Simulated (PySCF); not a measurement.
# SbH−: bond curves at several levels of theory

The task here is to estimate one member of a computed series from the others.

Computed with PySCF 2.14.0. Level: Sb def2-SVPD with ECP28, H def2-SVPD, scalar-relativistic core potentials.

3 further runs of the same task are left out: 3 set aside as unsound or not needed.

The first run:

The job is set up so:

```yaml
atoms: Sb, H
charge: -1
basis: Sb def2-SVPD with ECP28, H def2-SVPD
Hamiltonian: scalar-relativistic core potentials
basis_functions: 40
electrons_treated: 25
masses_in_u: 120.9038, 1.0078
levels: PBE0, PBE, r²SCAN, TPSS, B97-3, r²SCAN0, CAM-B3LYP
grid: 80 radial by 434 angular points
occupations: held fixed by the projection of orbital angular momentum
dissociation_limit: Sb− + H, each in its ground configuration
starting_distance_in_angstrom: 1.785
values_of_2S_to_try: 1, 3
```

Launch:

```console
OMP_NUM_THREADS=1 python dia.py task.json out
```

Among the steps run: Set-up; First curve: PBE0; PBE (GGA); r²SCAN; TPSS (meta-GGA); B97-3 (global hybrid GGA); r²SCAN0 (hybrid meta-GGA); CAM-B3LYP (range-separated hybrid).

One table of the session follows, with a row left open; its other results are not shown here.

Energy (eV) from each level's lowest point:

| R (Å) | PBE | TPSS | r²SCAN | PBE0 | r²SCAN0 |
| --- | --- | --- | --- | --- | --- |
| 1.502 | 0.551 | 0.532 | 0.500 | 0.503 | 0.473 |
| 1.572 | 0.263 | 0.249 | 0.227 | 0.228 | 0.206 |
| 1.642 | ? | ? | ? | ? | ? |
| 1.695 | 0.027 | 0.022 | 0.016 | 0.016 | 0.009 |
| 1.747 | 0.000 | 0.000 | 0.000 | 0.000 | 0.000 |
| 1.799 | 0.005 | 0.010 | 0.016 | 0.016 | 0.023 |
| 1.869 | 0.051 | 0.062 | 0.076 | 0.077 | 0.092 |
| 1.957 | 0.153 | 0.172 | 0.196 | 0.199 | 0.224 |
| 2.062 | 0.319 | 0.347 | 0.381 | 0.387 | 0.424 |
| 2.201 | 0.578 | 0.617 | 0.664 | 0.676 | 0.726 |

Q: Estimate the row for R (Å) = 1.642 from the others.

Worked estimate for «PBE». A straight line through the neighbours (1.572, 0.263) and (1.695, 0.027) gives 0.263 + (0.027 − 0.263) × (1.642 − 1.572) / (1.695 − 1.572) = 0.129; a parabola fitted to 4 rows on both sides gives 0.090.

As computed: PBE: 0.094; TPSS: 0.085; r²SCAN: 0.072; PBE0: 0.072; r²SCAN0: 0.059. In «PBE» the line misses by +0.035 and the parabola by -0.004.
